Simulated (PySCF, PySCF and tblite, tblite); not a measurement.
# C₄H₇FS₂: a path driven as rotation about a bond, and NMR exchange, part 2 of 2

PySCF and tblite. Atoms count from 0. Earlier steps stand in the parts before.

### 9 Kinetics and line shapes

Job settings and geometry (Å):

```
{"job": {"smiles": "C/C=C/SSCF", "charge": 0, "mult": 1, "motion": "rotation", "what": "dichalcogenide", "atoms": [3, 4], "drives": [{"terms": [["t", [2, 3, 4, 5], 1.0]], "by": 180, "n": 12}], "study": "path", "level": {"kind": "nmr", "xc": "PBE0", "basis": "pcSseg-1"}, "fields": [80, 270, 900], "first": 0, "seed": 4, "kind": "path"}, "charge": 0, "multiplicity": 1}
C      2.434066    -0.042113     0.682501
C      1.124334    -0.133172    -0.024334
C      0.693166     0.763130    -0.893635
S     -0.837433     0.742730    -1.781089
S     -1.786273    -0.938661    -1.154215
C     -2.725938    -0.347975     0.302448
F     -3.870303     0.285323    -0.055031
H      3.044838    -0.912063     0.443958
H      2.277808    -0.033735     1.760881
H      2.973074     0.857025     0.396138
H      0.521923    -1.002897     0.205433
H      1.254863     1.642563    -1.165280
H     -2.991824    -1.232475     0.885401
H     -2.112977     0.351847     0.874971
```

Log:

```text
stationary points (kcal/mol above the start)
  n  kind          group   xTB      DFT    lowest mode
  0  minimum      C1       0.00     0.00      38.7
  1  saddle       C1       3.93     6.73     -32.4
  2  minimum      C1      -0.81    -1.04      50.4

GFN2-xTB energies: T/K, barrier G, reaction G (kcal/mol), k forward, k back (1/s)
 150.00     4.09    -0.77   3.41e+06   2.61e+05
 200.00     4.20    -0.75   1.07e+08   1.62e+07
 250.00     4.32    -0.73   8.65e+08   1.97e+08
 298.15     4.45    -0.72   3.38e+09   1.01e+09
 350.00     4.60    -0.70   9.76e+09   3.56e+09
 400.00     4.75    -0.69   2.11e+10   8.89e+09
 500.00     5.08    -0.65   6.28e+10   3.25e+10

PBE0/pcSseg-1 + D3(BJ) energies: T/K, barrier G, reaction G (kcal/mol), k forward, k back (1/s)
 150.00     6.89    -0.99        288       10.3
 200.00     7.00    -0.98   9.42e+04   8.08e+03
 250.00     7.12    -0.96   3.11e+06   4.51e+05
 298.15     7.25    -0.94   3.02e+07   6.14e+06
 350.00     7.40    -0.93   1.75e+08   4.62e+07
 400.00     7.55    -0.91   6.26e+08   1.99e+08
 500.00     7.87    -0.88   3.77e+09   1.55e+09
```

It took 69 s on 1 thread of INTEL XEON PLATINUM 8581C at 2.30GHz, shared host; peak memory 0.78 GiB. This counts the whole study up to here.

Barriers by level (kcal/mol; entropies in cal/(mol K)). Zero-point and thermal terms come from xTB in every row. ΔG‡ leaves symmetry out; the rate counts one path; effective ΔG‡, where given, is the barrier that would give that rate by Eyring's equation alone:

```csv
level,ΔE‡,with zero-point,ΔH‡,ΔS‡,ΔG‡ (298 K),ΔE of reaction,k at 298 K (1/s),effective ΔG‡
GFN2-xTB,3.93,3.88,3.37,-3.6,4.45,-0.81,3.4e+09,4.45
PBE0/pcSseg-1 + D3(BJ),6.73,6.67,6.17,-3.6,7.25,-1.04,3e+07,7.25
```

Sites that the driver pairs across this motion, and where their lines would merge (no couplings; faster rotations or exchange between molecules can average them sooner):

```csv
nucleus,sites: shielding (ppm),proton frequency (MHz),spread (Hz),coalescence (K),lines at 298 K
19F,F6: 380.8; F6 (end): 373.4,900,6204,not given,–
13C,C5: 88.3; C5 (end): 81.2,900,1593,not given,–
13C,C1: 59.5; C1 (end): 57.4,900,473,not given,–
1H,H10: 25.51; H10 (end): 25.08,900,391,not given,–
1H,H12: 26.05; H12 (end): 25.78,900,248,not given,–
13C,C2: 58.0; C2 (end): 58.7,900,175,not given,–
1H,H13: 26.45; H13 (end): 26.30,900,142,not given,–
1H,H11: 25.87; H11 (end): 25.92,900,47,not given,–
```

A dash: the driver gave no coalescence for this row (it judged the minor form too scarce).

Rows that set an atom against itself at the end compare its shielding in the two forms.

### 10 Shieldings, start: PBE0/pcSseg-1 in chloroform

Job settings and geometry (Å):

```
{"job": {"kind": "nmr", "xc": "PBE0", "basis": "pcSseg-1", "solvent": "chloroform", "pop": false}, "charge": 0, "multiplicity": 1}
C      2.434066    -0.042113     0.682501
C      1.124334    -0.133172    -0.024334
C      0.693166     0.763130    -0.893635
S     -0.837433     0.742730    -1.781089
S     -1.786273    -0.938661    -1.154215
C     -2.725938    -0.347975     0.302448
F     -3.870303     0.285323    -0.055031
H      3.044838    -0.912063     0.443958
H      2.277808    -0.033735     1.760881
H      2.973074     0.857025     0.396138
H      0.521923    -1.002897     0.205433
H      1.254863     1.642563    -1.165280
H     -2.991824    -1.232475     0.885401
H     -2.112977     0.351847     0.874971
```

Log:

```text
coarse grid: 13024 points
cycle   1  E = -1052.1080792795  dE =  8.167e-01  |g| = 5.221e-01  |ddm| = 3.508e+00
cycle   2  E = -1052.0739802639  dE =  3.410e-02  |g| = 7.005e-01  |ddm| = 7.531e-01
cycle   3  E = -1052.1612775434  dE = -8.730e-02  |g| = 5.431e-02  |ddm| = 4.399e-01
cycle   4  E = -1052.1617216130  dE = -4.441e-04  |g| = 2.583e-02  |ddm| = 5.345e-02
cycle   5  E = -1052.1618669629  dE = -1.453e-04  |g| = 7.125e-03  |ddm| = 2.438e-02
cycle   6  E = -1052.1618779712  dE = -1.101e-05  |g| = 2.998e-03  |ddm| = 8.728e-03
cycle   7  E = -1052.1618800785  dE = -2.107e-06  |g| = 5.428e-04  |ddm| = 2.641e-03
final grid: 117536 points
cycle   8  E = -1052.2144876880  dE = -3.080e-05  |g| = 9.419e-03  |ddm| = 2.858e-02
cycle   9  E = -1052.2144735904  dE =  1.410e-05  |g| = 1.206e-02  |ddm| = 1.856e-02
cycle  10  E = -1052.2145092096  dE = -3.562e-05  |g| = 8.672e-04  |ddm| = 1.085e-02
cycle  11  E = -1052.2145093612  dE = -1.516e-07  |g| = 2.758e-04  |ddm| = 8.852e-04
cycle  12  E = -1052.2145093775  dE = -1.623e-08  |g| = 9.065e-05  |ddm| = 3.011e-04
cycle  13  E = -1052.2145093795  dE = -2.033e-09  |g| = 2.595e-05  |ddm| = 9.198e-05
cycle  14  E = -1052.2145093796  dE = -1.467e-10  |g| = 6.055e-06  |ddm| = 2.325e-05
converged SCF energy = -1052.2145093796

GIAO shielding tensors (ppm)
atom      isotropic    diamagn.    paramagn.     s11        s22        s33       span
  0 C      166.259     245.824     -79.564    149.752    162.495    186.531     36.779
  1 C       57.137     256.742    -199.606    -56.361     51.938    175.833    232.194
  2 C       60.104     259.350    -199.246    -37.977     87.408    130.881    168.858
  3 S      420.828    1055.840    -635.012    316.931    351.986    593.567    276.636
  4 S      449.756    1056.566    -606.810    302.798    356.058    690.413    387.615
  5 C       87.222     249.270    -162.048     51.463     87.934    122.269     70.806
  6 F      386.592     468.143     -81.551    335.116    358.701    465.959    130.842
  7 H       29.636      27.215       2.421     25.376     27.317     36.215     10.839
  8 H       29.643      28.380       1.263     25.377     27.677     35.876     10.499
  9 H       29.580      28.395       1.185     25.361     29.042     34.338      8.977
 10 H       25.358      32.996      -7.638     21.744     22.407     31.923     10.179
 11 H       25.743      31.749      -6.006     22.656     25.893     28.680      6.025
 12 H       25.770      28.968      -3.197     20.106     26.763     30.442     10.336
 13 H       26.256      30.297      -4.041     19.714     29.384     29.670      9.956
```

Wall time 19 s (1 thread of INTEL XEON PLATINUM 8581C at 2.30GHz, shared host); peak memory 0.89 GiB.

Key values: HOMO -6.50 eV, LUMO -0.56 eV; dipole 3.83 D.

### 11 Single-point energy, saddle of leg 1: PBE0/pcSseg-1 in chloroform

Job settings and geometry (Å):

```
{"job": {"kind": "sp", "xc": "PBE0", "basis": "pcSseg-1", "solvent": "chloroform", "pop": false}, "charge": 0, "multiplicity": 1}
C      2.947008    -0.141834     0.267041
C      1.460946    -0.089866     0.158885
C      0.805821     0.897406    -0.430142
S     -0.926795     1.057830    -0.616344
S     -1.653464    -0.664617     0.306742
C     -3.418735    -0.367186     0.025391
F     -3.803781    -0.713051    -1.229673
H      3.324828    -1.039815    -0.220853
H      3.243034    -0.185476     1.314729
H      3.404905     0.729687    -0.193705
H      0.920758    -0.919632     0.594255
H      1.297352     1.746179    -0.880402
H     -3.957210    -1.001427     0.733318
H     -3.644667     0.691804     0.170758
```

Log:

```text
coarse grid: 13024 points
cycle   1  E = -1052.0960661022  dE =  8.162e-01  |g| = 5.309e-01  |ddm| = 3.476e+00
cycle   2  E = -1052.0573139382  dE =  3.875e-02  |g| = 7.210e-01  |ddm| = 7.741e-01
cycle   3  E = -1052.1513926936  dE = -9.408e-02  |g| = 5.302e-02  |ddm| = 4.622e-01
cycle   4  E = -1052.1518285442  dE = -4.359e-04  |g| = 2.590e-02  |ddm| = 5.603e-02
cycle   5  E = -1052.1519736860  dE = -1.451e-04  |g| = 7.625e-03  |ddm| = 2.329e-02
cycle   6  E = -1052.1519863126  dE = -1.263e-05  |g| = 2.936e-03  |ddm| = 8.318e-03
cycle   7  E = -1052.1519883382  dE = -2.026e-06  |g| = 5.092e-04  |ddm| = 2.465e-03
final grid: 117536 points
cycle   8  E = -1052.2050484656  dE = -2.869e-05  |g| = 9.430e-03  |ddm| = 2.676e-02
cycle   9  E = -1052.2050354867  dE =  1.298e-05  |g| = 1.188e-02  |ddm| = 1.851e-02
cycle  10  E = -1052.2050702018  dE = -3.472e-05  |g| = 8.771e-04  |ddm| = 1.065e-02
cycle  11  E = -1052.2050703577  dE = -1.559e-07  |g| = 2.846e-04  |ddm| = 8.466e-04
cycle  12  E = -1052.2050703759  dE = -1.819e-08  |g| = 8.559e-05  |ddm| = 2.904e-04
cycle  13  E = -1052.2050703777  dE = -1.787e-09  |g| = 2.370e-05  |ddm| = 8.228e-05
cycle  14  E = -1052.2050703778  dE = -1.151e-10  |g| = 5.157e-06  |ddm| = 1.908e-05
converged SCF energy = -1052.2050703778
```

Run time: 8.7 s. Hardware: 1 thread of INTEL XEON PLATINUM 8581C at 2.30GHz, shared host; peak memory 0.66 GiB.

Key values: HOMO -6.01 eV, LUMO -1.06 eV; dipole 2.03 D.

### 12 Shieldings, end: PBE0/pcSseg-1 in chloroform

Job settings and geometry (Å):

```
{"job": {"kind": "nmr", "xc": "PBE0", "basis": "pcSseg-1", "solvent": "chloroform", "pop": false}, "charge": 0, "multiplicity": 1}
C      2.447267    -0.405774    -0.103020
C      1.077258     0.054690     0.259697
C      0.613942     1.262249    -0.003804
S     -0.996532     1.889779     0.379954
S     -1.955913     0.376654     1.333776
C     -2.723176    -0.544903    -0.048638
F     -1.855999    -1.427955    -0.610234
H      2.382515    -1.271096    -0.761849
H      2.985310    -0.711823     0.793577
H      3.008425     0.379517    -0.603040
H      0.457313    -0.672766     0.766405
H      1.186518     2.025830    -0.505500
H     -3.559822    -1.108325     0.368918
H     -3.043397     0.157376    -0.820810
```

Log:

```text
coarse grid: 13024 points
cycle   1  E = -1052.1083515337  dE =  8.169e-01  |g| = 5.217e-01  |ddm| = 3.515e+00
cycle   2  E = -1052.0727412995  dE =  3.561e-02  |g| = 7.048e-01  |ddm| = 7.844e-01
cycle   3  E = -1052.1618604155  dE = -8.912e-02  |g| = 5.598e-02  |ddm| = 4.580e-01
cycle   4  E = -1052.1623291384  dE = -4.687e-04  |g| = 2.687e-02  |ddm| = 5.591e-02
cycle   5  E = -1052.1624869665  dE = -1.578e-04  |g| = 7.319e-03  |ddm| = 2.553e-02
cycle   6  E = -1052.1624985179  dE = -1.155e-05  |g| = 3.126e-03  |ddm| = 8.903e-03
cycle   7  E = -1052.1625008078  dE = -2.290e-06  |g| = 5.250e-04  |ddm| = 2.712e-03
final grid: 117536 points
cycle   8  E = -1052.2155467727  dE = -2.906e-05  |g| = 9.518e-03  |ddm| = 2.690e-02
cycle   9  E = -1052.2155325529  dE =  1.422e-05  |g| = 1.223e-02  |ddm| = 1.847e-02
cycle  10  E = -1052.2155684584  dE = -3.591e-05  |g| = 8.186e-04  |ddm| = 1.071e-02
cycle  11  E = -1052.2155685907  dE = -1.323e-07  |g| = 2.717e-04  |ddm| = 8.661e-04
cycle  12  E = -1052.2155686066  dE = -1.584e-08  |g| = 8.632e-05  |ddm| = 2.895e-04
cycle  13  E = -1052.2155686084  dE = -1.836e-09  |g| = 2.534e-05  |ddm| = 8.834e-05
cycle  14  E = -1052.2155686085  dE = -1.430e-10  |g| = 5.589e-06  |ddm| = 2.215e-05
converged SCF energy = -1052.2155686085

GIAO shielding tensors (ppm)
atom      isotropic    diamagn.    paramagn.     s11        s22        s33       span
  0 C      166.295     246.106     -79.811    149.988    162.435    186.464     36.476
  1 C       56.475     256.648    -200.173    -56.739     51.953    174.211    230.950
  2 C       59.322     259.521    -200.199    -35.835     83.815    129.986    165.821
  3 S      394.205    1056.005    -661.801    287.308    329.224    566.081    278.773
  4 S      448.358    1056.137    -607.779    318.153    346.591    680.331    362.177
  5 C       80.487     240.616    -160.128     41.514     86.040    113.908     72.395
  6 F      378.526     479.060    -100.534    322.530    348.131    464.918    142.388
  7 H       29.647      28.621       1.025     25.305     27.863     35.773     10.468
  8 H       29.670      27.357       2.313     25.426     27.357     36.228     10.802
  9 H       29.651      28.579       1.072     25.493     29.003     34.456      8.964
 10 H       25.044      32.824      -7.780     21.106     22.641     31.384     10.278
 11 H       25.721      31.883      -6.163     22.840     25.715     28.606      5.766
 12 H       25.511      26.545      -1.035     19.934     25.953     30.645     10.711
 13 H       26.093      27.614      -1.522     20.377     27.138     30.763     10.386
```

Run time: 18 s. Hardware: 1 thread of INTEL XEON PLATINUM 8581C at 2.30GHz, shared host; peak memory 0.88 GiB.

In short: HOMO -6.44 eV, LUMO -0.56 eV; dipole 1.00 D.

### 13 Second level: PBE0/pcSseg-1 + D3(BJ), IEF-PCM chloroform

Job settings and geometry (Å):

```
{"job": {"smiles": "C/C=C/SSCF", "charge": 0, "mult": 1, "motion": "rotation", "what": "dichalcogenide", "atoms": [3, 4], "drives": [{"terms": [["t", [2, 3, 4, 5], 1.0]], "by": 180, "n": 12}], "study": "path", "level": {"kind": "nmr", "xc": "PBE0", "basis": "pcSseg-1", "wide": true, "solvent": "chloroform"}, "fields": [80, 270, 900], "first": 0, "seed": 4, "kind": "pathvar"}, "charge": 0, "multiplicity": 1}
C      2.434066    -0.042113     0.682501
C      1.124334    -0.133172    -0.024334
C      0.693166     0.763130    -0.893635
S     -0.837433     0.742730    -1.781089
S     -1.786273    -0.938661    -1.154215
C     -2.725938    -0.347975     0.302448
F     -3.870303     0.285323    -0.055031
H      3.044838    -0.912063     0.443958
H      2.277808    -0.033735     1.760881
H      2.973074     0.857025     0.396138
H      0.521923    -1.002897     0.205433
H      1.254863     1.642563    -1.165280
H     -2.991824    -1.232475     0.885401
H     -2.112977     0.351847     0.874971
```

Log:

```text
stationary points (kcal/mol above the start)
  n  kind          group   xTB      DFT    lowest mode
  0  minimum      C1       0.00     0.00      38.7
  1  saddle       C1       3.93     6.22     -32.4
  2  minimum      C1      -0.81    -0.72      50.4

GFN2-xTB energies: T/K, barrier G, reaction G (kcal/mol), k forward, k back (1/s)
 150.00     4.09    -0.77   3.41e+06   2.61e+05
 200.00     4.20    -0.75   1.07e+08   1.62e+07
 250.00     4.32    -0.73   8.65e+08   1.97e+08
 298.15     4.45    -0.72   3.38e+09   1.01e+09
 350.00     4.60    -0.70   9.76e+09   3.56e+09
 400.00     4.75    -0.69   2.11e+10   8.89e+09
 500.00     5.08    -0.65   6.28e+10   3.25e+10

PBE0/pcSseg-1 + D3(BJ) energies: T/K, barrier G, reaction G (kcal/mol), k forward, k back (1/s)
 150.00     6.89    -0.99        288       10.3
 200.00     7.00    -0.98   9.42e+04   8.08e+03
 250.00     7.12    -0.96   3.11e+06   4.51e+05
 298.15     7.25    -0.94   3.02e+07   6.14e+06
 350.00     7.40    -0.93   1.75e+08   4.62e+07
 400.00     7.55    -0.91   6.26e+08   1.99e+08
 500.00     7.87    -0.88   3.77e+09   1.55e+09

PBE0/pcSseg-1 + D3(BJ), IEF-PCM chloroform energies: T/K, barrier G, reaction G (kcal/mol), k forward, k back (1/s)
 150.00     6.38    -0.68   1.57e+03        163
 200.00     6.49    -0.66   3.36e+05   6.41e+04
 250.00     6.61    -0.64   8.62e+06   2.36e+06
 298.15     6.74    -0.63    7.1e+07   2.46e+07
 350.00     6.89    -0.61   3.63e+08   1.51e+08
 400.00     7.04    -0.59   1.18e+09    5.6e+08
 500.00     7.37    -0.56   6.27e+09   3.55e+09
```

Run time: 1.9 min. Hardware: 1 thread of INTEL XEON PLATINUM 8581C at 2.30GHz, shared host; peak memory 0.89 GiB. This counts the runs that the step sums up.

Barriers by level (kcal/mol; entropies in cal/(mol K)). Zero-point and thermal terms come from xTB in every row. ΔG‡ leaves symmetry out; the rate counts one path; effective ΔG‡, where given, is the barrier that would give that rate by Eyring's equation alone:

```csv
level,ΔE‡,with zero-point,ΔH‡,ΔS‡,ΔG‡ (298 K),ΔE of reaction,k at 298 K (1/s),effective ΔG‡
GFN2-xTB,3.93,3.88,3.37,-3.6,4.45,-0.81,3.4e+09,4.45
PBE0/pcSseg-1 + D3(BJ),6.73,6.67,6.17,-3.6,7.25,-1.04,3e+07,7.25
"PBE0/pcSseg-1 + D3(BJ), IEF-PCM chloroform",6.22,6.17,5.66,-3.6,6.74,-0.72,7.1e+07,6.74
```

### 14 Summary of results

The summary covers parts 1 to 2.

```
                        quantity                             value
barrier (PBE0/pcSseg-1 + D3(BJ))  ΔE‡ 6.7, ΔG‡(298 K) 7.2 kcal/mol
              barrier (GFN2-xTB)                  ΔE‡ 3.9 kcal/mol
                   rate at 298 K                         3e+07 s⁻¹
                 end of the path      -1.0 kcal/mol from the start
```

DFT puts the top 6.7 kcal/mol above the start (xTB: 3.9); the rate from the DFT barrier is 3e+07 s⁻¹ at 298 K. An error of 1.4 kcal/mol changes that rate tenfold. PBE0/pcSseg-1 + D3(BJ), IEF-PCM chloroform moves the barrier from 6.7 to 6.2 kcal/mol.
